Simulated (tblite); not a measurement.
# CH4F3P3Si: the cost of one run

Computed with tblite 0.8.0 and PySCF 2.14.0, with density-fitted response routines of our own, on a single molecule, in the gas phase or a continuum. Atoms count from 0, in the outputs and in this text.

## (1) Starting geometry

12 atoms, charge 0, multiplicity 1; geometry from: force field or distance geometry start.

Bonds of the start (Å): F0–C1 1.35, C1–F2 1.32, C1–F3 1.34, C1–P4 1.77, P4–P5 2.28, P5–P6 2.30, P6–Si7 2.23, P6–P4 2.29, P5–H8 1.42, Si7–H9 1.48, Si7–H10 1.48, Si7–H11 1.49.

## (2) Geometry optimisation with GFN2-xTB

The job: settings as JSON, then the geometry in Å.

```
{"job": {"kind": "relax", "xc": "GFN2-xTB", "basis": "xTB"}, "charge": 0, "multiplicity": 1}
F     -2.342800    -2.125900     0.115700
C     -2.388500    -0.791400    -0.056000
F     -2.430300    -0.459600    -1.329400
F     -3.381000    -0.240500     0.648500
P     -0.908800    -0.212100     0.734200
P     -0.564600     1.693500    -0.471500
P      0.533400    -0.239500    -1.046100
Si     2.444900    -0.004700     0.071500
H      0.433000     2.272500     0.362800
H      2.366700     1.143300     1.005400
H      3.536800     0.214900    -0.903300
H      2.702500    -1.251100     0.842100
```

On the command line:

```bash
$ OMP_NUM_THREADS=1 python probes_run.py task.json out
```

One launch serves the whole session: the jobs run in the order shown.

**Question.** How long does this first job take on 1 thread of Arm Neoverse N1, shared host, and how much memory does it need?

About 1.1 s, with a peak of 0.18 GiB.
